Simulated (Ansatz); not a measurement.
# Au: the cost of one run

Program: Ansatz 0.2.0. Level of theory: DFT r2SCAN, scalar-relativistic, plane waves, PAW. These are calculated values, not measurements.

1 further run of the same task is left out (set aside as unsound or not needed).

**1. The structure to begin with**

The structure is orthorhombic, space group Cmcm (No. 63). Conventional cell: a = 2.840 Å, b = 5.101 Å, c = 4.857 Å, α = 90.00°, β = 90.00°, γ = 90.00°. Au (site symmetry m2m) has 12 Au at 2.84 to 2.95 Å in its first shell of neighbours.

Coordinates:

```cif
data_structure
_symmetry_space_group_name_H-M 'P 1'
_symmetry_Int_Tables_number 1
_cell_length_a 2.9193
_cell_length_b 2.9193
_cell_length_c 4.8568
_cell_angle_alpha 90.000
_cell_angle_beta 90.000
_cell_angle_gamma 121.792
_cell_volume 35.18
loop_
_atom_site_label
_atom_site_type_symbol
_atom_site_fract_x
_atom_site_fract_y
_atom_site_fract_z
_atom_site_occupancy
Au1 Au 0.66415 0.33585 0.25000 1
Au2 Au 0.33585 0.66415 0.75000 1
```

It goes back to an entry of the Materials Project, which need not be the stable form.

It is the result of an earlier relaxation at this level (volume 17.59 Å³/atom; gap on the mesh: none (metal)).

**2. Relaxing at -3 GPa**

input.yaml

```yaml
crystal:
  lattice:
    - [1.4333768596, -2.5748572111, 0.0]
    - [1.4333768596, 2.5748572111, 0.0]
    - [0.0, 0.0, 4.9028302457]
  atoms:
    - { symbol: Au, position: [0.6641465062, 0.3358534938, 0.25] }
    - { symbol: Au, position: [0.3358534938, 0.6641465062, 0.75] }
basis:
  ecutwfc: 500
kpoints:
  mp_grid: { grid: [16, 16, 10] }
hamiltonian:
  xc: r2scan
scf:
  occupations: { method: gaussian, width: 0.1 }
output:
  forces: true
  stress: true
  eigenvalues: true
relax:
  adjacent_minimum: "off"
  f_tol: 0.008
  max_steps: 50
  cell: { stress_tol: 0.08, p_target: -3.0 }
```

On the command line:

```bash
$ ansatz run input.yaml --threads 1 --pin off --max-ram 2560MiB --backend cpu --events-out ev --progress --plain --runs-dir out
```

What time and memory should one allow on 1 thread of Arm Neoverse V2, shared host?

About 3.5 min, with a peak of 0.7 GiB.
